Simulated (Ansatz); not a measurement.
# Pt: a trigonal deformation path

An exercise on one series of results from a longer session: the logs are not shown, and one member is left open.

The COD entry's cell or inner coordinates are ideal or old and differ from later refinements, so a difference from it is no clean test against experiment.

Program: Ansatz 0.2.0. Level of theory: DFT r2SCAN, scalar-relativistic, plane waves, PAW. These are calculated values, not measurements.

## The starting structure

Symmetry: Fm-3m, No. 225, cubic system. The conventional cell has a = 3.916 Å, b = 3.916 Å, c = 3.916 Å, α = 90.00°, β = 90.00°, γ = 90.00°. Around Pt (site symmetry m-3m) lie 12 Pt at 2.77 Å.

Coordinates:

```cif
data_structure
_symmetry_space_group_name_H-M 'P 1'
_symmetry_Int_Tables_number 1
_cell_length_a 2.7689
_cell_length_b 2.7689
_cell_length_c 2.7689
_cell_angle_alpha 60.000
_cell_angle_beta 60.000
_cell_angle_gamma 60.000
_cell_volume 15.01
loop_
_atom_site_label
_atom_site_type_symbol
_atom_site_fract_x
_atom_site_fract_y
_atom_site_fract_z
_atom_site_occupancy
Pt1 Pt 0.00000 0.00000 0.00000 1
```

The cell is taken as given, not relaxed at this level.

## Zero of energy

Reference values: F = -12536.7928 eV; pressure 5.39 GPa; largest force 0.000 eV/Å; gap on the mesh none (metal). It was computed beforehand with the settings of the runs below.

Set-up of the first run:

At fixed volume and fractional coordinates, lengths along (0.577, 0.577, 0.577) are scaled against those across it; ρ is that ratio over its starting value.

Input file input.yaml:

```yaml
crystal:
  lattice:
    - [-0.8222664745, 1.6445329491, 1.6445329491]
    - [1.6445329491, -0.8222664745, 1.6445329491]
    - [1.6445329491, 1.6445329491, -0.8222664745]
  atoms:
    - { symbol: Pt, position: [0.0, 0.0, 0.0] }
basis:
  ecutwfc: 500
kpoints:
  mp_grid: { grid: [24, 24, 24] }
hamiltonian:
  xc: r2scan
scf:
  occupations: { method: gaussian, width: 0.15 }
output:
  forces: true
  stress: true
  eigenvalues: true
```

The run is started by

```sh
$ ansatz run input.yaml --threads 1 --pin off --max-ram 2560MiB --backend cpu --events-out ev --progress --plain --runs-dir out
```

Among the steps run: ρ = 0.500; Point ρ = 2.000; ρ = 0.710; At ρ = 1.410; At ρ = 0.600; Point ρ = 0.850; ρ = 1.200; ρ = 1.700.

One table of the session follows, with a row left open; its other results are not shown here.

| ρ | ΔE (meV/atom) | pressure (GPa) |
| --- | --- | --- |
| 0.500 | 782.5 | 51.0 |
| 0.600 | 752.3 | 46.8 |
| 0.710 | 521.8 | 32.9 |
| 0.850 | 133.3 | 13.0 |
| 1.000 | 0.0 | 5.4 |
| 1.200 | ? | ? |
| 1.410 | 868.0 | 53.0 |
| 1.700 | 2425.8 | 126.2 |
| 2.000 | 4956.8 | 225.9 |

Q: Estimate the row for ρ = 1.200 from the others.

Worked estimate for «ΔE (meV/atom)». A straight line through the neighbours (1.000, 0.0) and (1.410, 868.0) gives 0.0 + (868.0 − 0.0) × (1.200 − 1.000) / (1.410 − 1.000) = 423.4; a parabola fitted to 4 rows on both sides gives 223.6.

As computed: ΔE (meV/atom): 193.8; pressure (GPa): 17.5. In «ΔE (meV/atom)» the line misses by +229.6 and the parabola by +29.8.
